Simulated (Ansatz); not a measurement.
**KMgF3: band gap under strain**

Aim: follow the gap of KMgF3 in the cubic perovskite structure through these states: -2.5 % equal strain in all directions; -4.0 % equal strain in all directions. The table at the end shows which levels were run.

Program: Ansatz 0.2.0. PAW datasets, plane waves. The values are computed, spin-unpolarised, and not measurements.

**1. Starting point**

The unstrained cell was relaxed with r2SCAN; in each strained cell the atoms were relaxed again with r2SCAN. Names of k-points are those of the unstrained zone, where strain can split equivalent points. First state: -2.5 % equal strain in all directions.

Space group Pm-3m (No. 221), cubic; conventional cell a = 3.881 Å, 11.69 Å³ an atom. K has 12 F at 2.74 Å; Mg has 6 F at 1.94 Å; F has 2 Mg at 1.94 Å and 4 K at 2.74 Å.

Structure file:

```cif
data_structure
_symmetry_space_group_name_H-M 'P 1'
_symmetry_Int_Tables_number 1
_cell_length_a 3.8807
_cell_length_b 3.8807
_cell_length_c 3.8807
_cell_angle_alpha 90.000
_cell_angle_beta 90.000
_cell_angle_gamma 90.000
_cell_volume 58.44
loop_
_atom_site_label
_atom_site_type_symbol
_atom_site_fract_x
_atom_site_fract_y
_atom_site_fract_z
_atom_site_occupancy
K1 K 0.00000 0.00000 0.00000 1
Mg1 Mg 0.50000 0.50000 0.50000 1
F1 F 0.50000 0.50000 0.00000 1
F2 F 0.50000 0.00000 0.50000 1
F3 F 0.00000 0.50000 0.50000 1
```

From earlier runs on the unstrained cell: PBE 7.37 eV, r2SCAN 8.30 eV, HSE06 9.61 eV; a = 3.980 Å.

**2. -2.5 % equal strain in all directions: PBE**

Input file input.yaml:

```yaml
crystal:
  lattice:
    - [3.8807325769, 0.0, 0.0]
    - [0.0, 3.8807325769, 0.0]
    - [0.0, 0.0, 3.8807325769]
  atoms:
    - { symbol: K, position: [0.0, 0.0, 0.0] }
    - { symbol: Mg, position: [0.5, 0.5, 0.5] }
    - { symbol: F, position: [0.5, 0.5, 0.0] }
    - { symbol: F, position: [0.5, 0.0, 0.5] }
    - { symbol: F, position: [0.0, 0.5, 0.5] }
kpoints:
  mp_grid: { grid: [6, 6, 6] }
  band_path:
    path: [[0.0, 0.0, 0.0], [0.0, 0.5, 0.0], [0.5, 0.5, 0.0], [0.5, 0.5, 0.5]]
    npoints: 1
hamiltonian:
  xc: pbe
scf:
  occupations: { method: fermi_dirac, width: 0.02 }
  n_extra_bands: 5
output:
  forces: true
  stress: true
  eigenvalues: true
```

On the command line:

```sh
> ansatz run input.yaml --threads 2 --pin off --max-ram 2211MiB --backend cpu --events-out ev --progress --plain --runs-dir out
```

The runs that follow: -2.5 % equal strain in all directions: r2SCAN; -2.5 % equal strain in all directions: HSE06; -4.0 % equal strain in all directions: PBE; -4.0 % equal strain in all directions: r2SCAN; -4.0 % equal strain in all directions: HSE06.

What does the calculation give?

As calculated:

Least gap in eV (negative: overlap), with the change from the unstrained cell in brackets:

| state | volume change (%) | PBE | r2SCAN | HSE06 |
| --- | --- | --- | --- | --- |
| -2.5 % equal strain in all directions | -7.3 | 7.97 (+0.60) | 8.93 (+0.63) | 10.25 (+0.64) |
| -4.0 % equal strain in all directions | -11.5 | 8.37 (+1.00) | 9.35 (+1.05) | 10.67 (+1.06) |

What this shows: The largest move of the HSE06 gap in the table is +1.062 eV, under -4.0 % equal strain in all directions. PBE and HSE06 differ by 2.24 eV on the unstrained gap, and by at most 0.06 eV on its change: PBE follows the response to strain far better than the gap itself.
